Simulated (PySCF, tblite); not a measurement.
**C₄H₈Cl₂O₂Si: geometry, infrared bands and NMR shifts**

What infrared bands and NMR shifts should C₄H₈Cl₂O₂Si (`CO/C=C\O[Si@@H](Cl)CCl`) show?

Programs: tblite 0.8.0 and PySCF 2.14.0, with density-fitted response routines of our own. Each step states its level of theory. These are calculated values for one molecule in the gas phase, unless marked as measured. Atoms count from 0, in the outputs and in this text.

## 1. Starting geometry

17 atoms, charge 0, multiplicity 1; geometry from: force field or distance geometry start.

Bonds of the start (Å): C0–O1 1.41, O1–C2 1.38, C2–C3 1.34, C3–O4 1.35, O4–Si5 1.67, Si5–Cl6 2.05, Si5–C7 1.85, C7–Cl8 1.78, C0–H9 1.11, C0–H10 1.09, C0–H11 1.10, C2–H12 1.09, C3–H13 1.10, Si5–H14 1.48, C7–H15 1.08, C7–H16 1.09.

## 2. Optimising the geometry with GFN2-xTB

The job: settings as JSON, then the geometry in Å.

```
{"job": {"kind": "relax", "xc": "GFN2-xTB", "basis": "xTB"}, "charge": 0, "multiplicity": 1}
C     -2.256100     1.444100     0.757500
O     -2.029700     0.726800     1.948000
C     -1.056600    -0.251800     1.946100
C     -0.244900    -0.660200     0.960400
O     -0.211700    -0.153500    -0.290400
Si     0.859100    -0.713900    -1.441600
Cl     0.027700    -0.198900    -3.248300
C      2.559000     0.020400    -1.340700
Cl     3.404200    -0.576700     0.108200
H     -3.070100     2.164200     0.961600
H     -1.381200     2.012400     0.456000
H     -2.610000     0.779600    -0.040200
H     -1.036800    -0.703900     2.937200
H      0.457900    -1.474300     1.167700
H      0.895300    -2.191800    -1.410200
H      3.161000    -0.262400    -2.195700
H      2.525900     1.110800    -1.285500
```

Launch:

```console
OMP_NUM_THREADS=1 python probes_run.py task.json out
```

One launch serves the whole session: the jobs run in the order shown.

**Question.** This job is followed by: GFN2-xTB harmonic vibrations, gas phase; GIAO PBE0/pcSseg-1 NMR shielding, non-relativistic, gas phase. Predict these results of the whole session: strongest single infrared mode (GFN2-xTB); zero-point energy (GFN2-xTB); 13C shifts against TMS (PBE0/pcSseg-1); 1H shifts against TMS (PBE0/pcSseg-1, means over atoms taken as alike); 17O shifts against H2O (PBE0/pcSseg-1); 29Si shifts against TMS (PBE0/pcSseg-1); 35Cl shifts against HCl (PBE0/pcSseg-1); surface potential, 1st and 99th percentile.

The runs gave:

| quantity | value |
| --- | --- |
| strongest single infrared mode (GFN2-xTB) | 1147 cm⁻¹, 468 km/mol |
| zero-point energy (GFN2-xTB) | 72.5 kcal/mol |
| 13C shifts against TMS (PBE0/pcSseg-1) | 138.2, 122.8, 60.6, 37.5 ppm |
| 1H shifts against TMS (PBE0/pcSseg-1, means over atoms taken as alike) | 5.93, 5.48, 5.32, 4.22, 3.21, 2.91 ppm |
| 17O shifts against H2O (PBE0/pcSseg-1) | 96.5, 90.0 ppm |
| 29Si shifts against TMS (PBE0/pcSseg-1) | -21.5 ppm |
| 35Cl shifts against HCl (PBE0/pcSseg-1) | 36, 2 ppm |
| surface potential, 1st and 99th percentile | -1.12 V and 1.28 V |

The optimisation took 115 steps and gained 0.254 eV; among the close pairs (by a distance rule), Si5–C7 changed most, from 1.854 to 1.916 Å. All 45 modes are real, so the xTB geometry is a minimum. The strongest single mode, at 1147 cm⁻¹, is carried by O1, O4, C3, C2. Unscaled tight-binding wavenumbers are off by several per cent, some by more. Its intensities can rank the bands wrongly. At PBE0/pcSseg-1: Shielding is most anisotropic at Cl8 (span 249 ppm, paramagnetic term -200 ppm).
